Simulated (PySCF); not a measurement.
# C5H8FNO: the cost of one run

Computed with PySCF 2.14.0 and routines of our own; the level stands in each step. Atoms count from 0.

## 1. The system as given

16 atoms, charge 0, multiplicity 1; geometry from: GFN2-xTB.

## 2. Geometry optimisation at PBE0-D3(BJ)/def2-SVP

What the job is given:

```
{"job": {"xc": "PBE0", "basis": "def2-SVP", "d3": "d3bj", "grid": 1, "kind": "geom"}, "charge": 0, "multiplicity": 1}
C      2.079833     0.379161    -0.345007
N      0.676776     0.196692    -0.097746
C      0.069103    -1.113550    -0.136135
C     -1.316922    -0.887709     0.479110
C     -1.587534     0.587950     0.211217
F     -2.219825     0.737877    -1.009338
C     -0.182050     1.211201     0.111051
O      0.096156     2.382665     0.202145
H      2.298640     1.440965    -0.244785
H      2.339502     0.048887    -1.353907
H      2.670570    -0.187083     0.378791
H     -0.004538    -1.470437    -1.170838
H      0.670997    -1.825424     0.435267
H     -1.296024    -1.064610     1.553617
H     -2.081730    -1.515754     0.027161
H     -2.220551     1.088112     0.947987
```

Started as:

```
> OMP_NUM_THREADS=1 python excited_run.py task.json out
```

The driver reads the jobs from task.json and runs them one after another.

**Question.** How long does this first job take on 1 thread of Arm Neoverse N1, shared host, and how much memory does it need?

About 51 s, with a peak of 0.61 GiB.
